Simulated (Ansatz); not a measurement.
# Ga4As3P: the cost of one run

Program: Ansatz 0.2.0. Level of theory: DFT PBE, scalar-relativistic, plane waves, PAW, unless a step names another level. These are calculated values, not measurements.

1 further run of the same task is left out (it didn't finish).

### 1 The structure to begin with

It takes space group I-42m (No. 121, tetragonal). Conventional cell: a = 5.684 Å, b = 5.684 Å, c = 11.365 Å, α = 90.00°, β = 90.00°, γ = 90.00°. Around Ga (site symmetry m) lie 1 P at 2.40 Å and 3 As at 2.48 to 2.49 Å. P (site symmetry -42m) is surrounded by 4 Ga at 2.40 Å. Around As (site symmetry -4) lie 4 Ga at 2.48 Å. As (site symmetry -42m) has 4 Ga at 2.49 Å as nearest neighbours.

As a file:

```xyz
8
Lattice="-2.8421 2.8421 5.6825 2.8421 -2.8421 5.6825 2.8421 2.8421 -5.6825" Properties=species:S:1:pos:R:3 pbc="T T T"
Ga    1.3836    1.3836   -1.3945
Ga    1.4585    1.4585    4.2880
Ga    1.4585   -1.4585    7.0769
Ga   -1.4585    1.4585    7.0769
P     0.0000    0.0000    0.0000
As    2.8421    0.0000    2.8412
As    0.0000    2.8421    2.8412
As    0.0000    0.0000    5.6825
```

It came out lowest among 24 distinct ends of the trial cells. At a tolerance of 0.02 Å it has space group I-42m (No. 121).

### 2 Kick test: the unmoved cell on a coarse mesh

The input, input.yaml:

```yaml
crystal:
  lattice:
    - [5.6842707124, 0.0, 0.0]
    - [0.0, 5.6842707124, 0.0]
    - [-2.8421353562, -2.8421353562, 5.6824531752]
  atoms:
    - { symbol: Ga, position: [0.1207063913, 0.1207063913, 0.7545964864] }
    - { symbol: Ga, position: [0.6338900951, 0.6338900951, 0.7545964864] }
    - { symbol: Ga, position: [0.8792936087, 0.3661099049, 0.2454035136] }
    - { symbol: Ga, position: [0.3661099049, 0.8792936087, 0.2454035136] }
    - { symbol: P, position: [0.0, 0.0, 0.0] }
    - { symbol: As, position: [0.75, 0.25, 0.5] }
    - { symbol: As, position: [0.25, 0.75, 0.5] }
    - { symbol: As, position: [0.5, 0.5, 0.0] }
basis:
  ecutwfc: 420
kpoints:
  mp_grid: { grid: [4, 4, 4] }
hamiltonian:
  xc: pbe
scf:
  occupations: { method: gaussian, width: 0.1 }
  lower_state_search: "off"
output:
  forces: true
  stress: true
  eigenvalues: true
```

Launch:

```bash
> ansatz run input.yaml --threads 1 --pin off --max-ram 2560MiB --backend cpu --events-out ev --progress --plain --runs-dir out
```

**Question.** How long does this run take on 1 thread of Intel Xeon Platinum 8259CL at 2.50GHz (Skylake/Cascade Lake), shared host, and how much memory does it need?

About 14 s, with a peak of 0.51 GiB.
